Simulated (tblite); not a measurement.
# C5H11BSi: the cost of one run

Programs: tblite 0.8.0 and PySCF 2.14.0, with density-fitted response routines of our own. Each step states its level of theory. These are calculated values for one molecule in the gas phase, unless marked as measured. Atoms are numbered from 0 throughout.

## Step 1: The molecule as given

18 atoms, charge 0, multiplicity 1; geometry from: force field or distance geometry start.

Bonds of the start (Å): B0–C1 1.58, C1–C2 1.53, C2–C3 1.35, C2–C4 1.50, C1–C5 1.49, C5–Si6 1.89, Si6–C1 1.90, B0–H7 1.18, B0–H8 1.18, C3–H9 1.08, C3–H10 1.08, C4–H11 1.11, C4–H12 1.11, C4–H13 1.10, C5–H14 1.11, C5–H15 1.10, Si6–H16 1.47, Si6–H17 1.48.

## Step 2: Relaxing the molecule with GFN2-xTB

Job settings and geometry (Å):

```
{"job": {"kind": "relax", "xc": "GFN2-xTB", "basis": "xTB"}, "charge": 0, "multiplicity": 1}
B     -1.074400     1.736200     0.010400
C     -0.558800     0.248000    -0.141100
C      0.952500     0.025400    -0.123200
C      1.633300     0.076100    -1.284600
C      1.686700    -0.118500     1.181500
C     -1.354700    -0.663700    -1.012500
Si    -1.571000    -1.033900     0.826100
H     -1.174400     2.422600    -0.946000
H     -1.136900     2.235400     1.081100
H      2.709600    -0.048800    -1.276000
H      1.126200     0.220800    -2.226700
H      2.460900     0.669700     1.258200
H      2.168800    -1.112700     1.227200
H      1.006300    -0.017400     2.038400
H     -2.256600    -0.212900    -1.480500
H     -0.782300    -1.451500    -1.531600
H     -2.930600    -0.650800     1.240600
H     -0.913400    -2.317700     1.147200
```

Command:

```bash
$ OMP_NUM_THREADS=1 python probes_run.py task.json out
```

The driver reads the jobs from task.json and runs them one after another.

**Question.** How long does this first job take on 1 thread of Arm Neoverse N1, shared host, and how much memory does it need?

About 1.8 s, with a peak of 0.18 GiB.
